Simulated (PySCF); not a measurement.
A run of PySCF 2.14.0:

The input run.py:

```python
import json
import numpy as np
from pyscf.pbc import gto, scf, dft, df

cell = gto.Cell()
cell.basis = 'def2-svp'
cell.fromfile('GaHBrCl.cif')
cell.exp_to_discard = 0
cell.precision = 1e-08
cell.max_memory = 2520  # MB
cell.verbose = 4
cell.build()

res = {}
kpts = cell.make_kpts([1, 1, 1])
mf = dft.KRKS(cell, kpts, xc='pbe')
mf = mf.density_fit()
mf.with_df._cderi = 'cderi.h5'  # three-centre integrals saved by an earlier run on this cell, basis and mesh
mf.conv_tol = 1e-08
mf.max_cycle = 60

mf.kernel()
res.update(converged=bool(mf.converged), e_tot=mf.e_tot, nelec=cell.nelectron, nao=cell.nao, mesh=list(map(int, cell.mesh)), a=cell.lattice_vectors().tolist(), coords=cell.atom_coords().tolist(),
           mo_energy=[np.real(x).tolist() for x in mf.mo_energy], mo_occ=[np.real(x).tolist() for x in mf.mo_occ])
import h5py
print('fit functions by k pair:', sorted({v['0'].shape[0] for v in h5py.File(mf.with_df._cderi)['j3c'].values()}))
res.update(kpts=cell.get_scaled_kpts(kpts).tolist())
res['parts'] = {k: float(np.real(v)) for k, v in mf.scf_summary.items() if np.isscalar(v)}
json.dump(res, open('results.json', 'w'))
if not mf.converged:
    raise SystemExit('SCF not converged')

print('levels (eV)')
for i, kp in enumerate(res['kpts'][:40]):
    print('k %7.4f %7.4f %7.4f  ' % tuple(kp), ' '.join('%.3f' % (x * 27.211386) for x in res['mo_energy'][i][:47]))

# Mulliken populations
dm, s = np.asarray(mf.make_rdm1()), np.asarray(mf.get_ovlp())
sites = cell.aoslice_by_atom()[:, 2:]
tot = np.einsum('kij,kji->i', dm, s).real / len(kpts)
res['mulliken'] = [cell.atom_charge(i) - tot[a0:a1].sum() for i, (a0, a1) in enumerate(sites)]
print('Mulliken charges', np.round(res['mulliken'], 5))

from pyscf.pbc.gw.krpa import KRPA
rpa = KRPA(mf, frozen=23)
rpa.kernel()
res.update(e_corr=rpa.e_corr, e_hf=rpa.e_hf, e_rpa=rpa.e_tot)
rpa.fc = True  # again, with the correction for q -> 0
rpa.kernel()
res['e_corr_fc'] = rpa.e_corr
res['done'] = True
json.dump(res, open('results.json', 'w'))
```

GaHBrCl.cif

```cif
data_GaHBrCl
_cell_length_a 13.00000000
_cell_length_b 13.00000000
_cell_length_c 11.00000000
_cell_angle_alpha 90.00000000
_cell_angle_beta 90.00000000
_cell_angle_gamma 90.00000000
_space_group_name_H-M_alt 'P1'
_space_group_name_Hall 'P 1'
_space_group_IT_number 1
loop_
_space_group_symop_operation_xyz
'x,y,z'
loop_
_atom_site_label
_atom_site_type_symbol
_atom_site_symmetry_multiplicity
_atom_site_Wyckoff_symbol
_atom_site_fract_x
_atom_site_fract_y
_atom_site_fract_z
_atom_site_occupancy
Cl1 Cl 1 a 0.3825500000 0.4992461500 0.4379227300 1
Ga1 Ga 1 a 0.5409576900 0.5194307700 0.4811954500 1
Br1 Br 1 a 0.6194500000 0.3817461500 0.5682590900 1
H1 H 1 a 0.5978269200 0.6214846200 0.4546136400 1
```

Potentials or basis: def2-svp (all-electron).

Command:

```console
$ OMP_NUM_THREADS=2 python -u run.py > log
```

Hardware: 2 threads of Intel(R) Xeon(R) Processor @ 2.70GHz, on a shared host.

Q: How long does it take, and how much memory?

A: Run time: 33 s on 2 threads of Intel(R) Xeon(R) Processor @ 2.70GHz, with other jobs on the host, peak memory 1.9 GiB. Counts: scf iterations 9, basis 87, k points 1.
